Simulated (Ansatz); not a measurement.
# GaIr: the cost of one run

Program: Ansatz 0.2.0. Level of theory: DFT r2SCAN, scalar-relativistic, plane waves, PAW. These are calculated values, not measurements.

### Step 1. The system as given

It takes space group Pm-3m (No. 221, cubic). Conventional cell: a = 3.004 Å, b = 3.004 Å, c = 3.004 Å, α = 90.00°, β = 90.00°, γ = 90.00°. Ga (site symmetry m-3m) has 8 Ir at 2.60 Å in its first shell of neighbours. Ir (site symmetry m-3m) has 8 Ga at 2.60 Å in its first shell of neighbours.

Coordinates:

```xyz
2
Lattice="3.0040 0.0000 0.0000 0.0000 3.0040 0.0000 0.0000 0.0000 3.0040" Properties=species:S:1:pos:R:3 pbc="T T T"
Ga    0.0000    0.0000    0.0000
Ir    1.5020    1.5020    1.5020
```

No relaxation comes first: the listed cell is the starting point.

### Step 2. Zero of the scan

File input.yaml:

```yaml
crystal:
  lattice:
    - [3.004, 0.0, 0.0]
    - [0.0, 3.004, 0.0]
    - [0.0, 0.0, 3.004]
  atoms:
    - { symbol: Ga, position: [0.0, 0.0, 0.0] }
    - { symbol: Ir, position: [0.5, 0.5, 0.5] }
basis:
  ecutwfc: 500
kpoints:
  mp_grid: { grid: [18, 18, 18] }
hamiltonian:
  xc: r2scan
scf:
  occupations: { method: gaussian, width: 0.15 }
output:
  forces: true
  stress: true
  eigenvalues: true
  write_density: true
  write_potential: true
  elf: true
  volumetric_format: npy
```

The run is started by

```
$ ansatz run input.yaml --threads 1 --pin off --max-ram 2560MiB --backend cpu --events-out ev --progress --plain --runs-dir out
```

What time and memory should one allow on 1 thread of Arm Neoverse V2, shared host?

About 16 s, with a peak of 0.45 GiB.
